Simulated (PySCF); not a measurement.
# CH3BiI2 (Bi(CH3)(I)2): the cost of one run

The runs use PySCF 2.14.0; PBE, Bi def2-SVP with ECP60, C def2-SVP, H def2-SVP, I def2-SVP with ECP28; scalar-relativistic core potentials, no spin–orbit coupling.

3 further runs of the same task are left out: 2 for a known fault of the program, 1 that didn't finish.

## 1. Where the work starts

7 atoms, charge 0, spin multiplicity 1.

Bond lengths: Bi1–C2 2.298 Å, Bi1–I6 2.858 Å, Bi1–I7 2.858 Å, C2–H3 1.105 Å, C2–H4 1.107 Å, C2–H5 1.107 Å. Angles: C2–Bi1–I6 93.9°, C2–Bi1–I7 93.9°, I6–Bi1–I7 103.3°, Bi1–C2–H3 108.1°, Bi1–C2–H4 108.4°, Bi1–C2–H5 108.4°, H3–C2–H4 110.5°, H3–C2–H5 110.5°, H4–C2–H5 111.0°.

Coordinates:

```
Bi    0.6490    0.0000    0.8827
C     2.6589    0.0000   -0.2319
H     2.4492    0.0000   -1.3169
H     3.2172    0.9121    0.0543
H     3.2172   -0.9121    0.0543
I    -0.3749    2.2405   -0.5659
I    -0.3749   -2.2405   -0.5659
```

Formal oxidation states: Bi +3. An earlier session relaxed this geometry at PBE, Bi def2-SVP with ECP60, C def2-SVP, H def2-SVP, I def2-SVP with ECP28 (singlet, point group Cs).

Its energy there is -849.949314 Eh.

## 2. Multiplicity 3 at the relaxed geometry

Input file run.py (the lines that set the calculation):

```python
mol = gto.M(atom='''
Bi     0.64898     0.00000     0.88270
C      2.65885     0.00000    -0.23192
H      2.44923     0.00000    -1.31688
H      3.21724     0.91211     0.05426
H      3.21724    -0.91211     0.05426
I     -0.37489     2.24046    -0.56593
I     -0.37489    -2.24046    -0.56593''',
    basis={'Bi': 'def2-SVP', 'C': 'def2-SVP', 'H': 'def2-SVP', 'I': 'def2-SVP'},
    ecp={'Bi': 'def2-SVP', 'I': 'def2-SVP'},
    charge=0, spin=2)
mf = dft.UKS(mol, xc='PBE')
mf.grids.atom_grid = (50, 194)
mf = mf.density_fit()  # fitting sets: Bi def2-universal-JKFIT, C def2-universal-JKFIT, H def2-universal-JKFIT, I def2-universal-JKFIT
mf.conv_tol = 1e-08; mf.max_cycle = 55
mf.kernel(dm0)  # dm0: free metal ions and neutral atoms
```

Started as:

```sh
OMP_NUM_THREADS=2 python run.py
```

**Question.** How long does this run take on 2 threads of Arm Neoverse V2, shared host?

About 7.1 s.
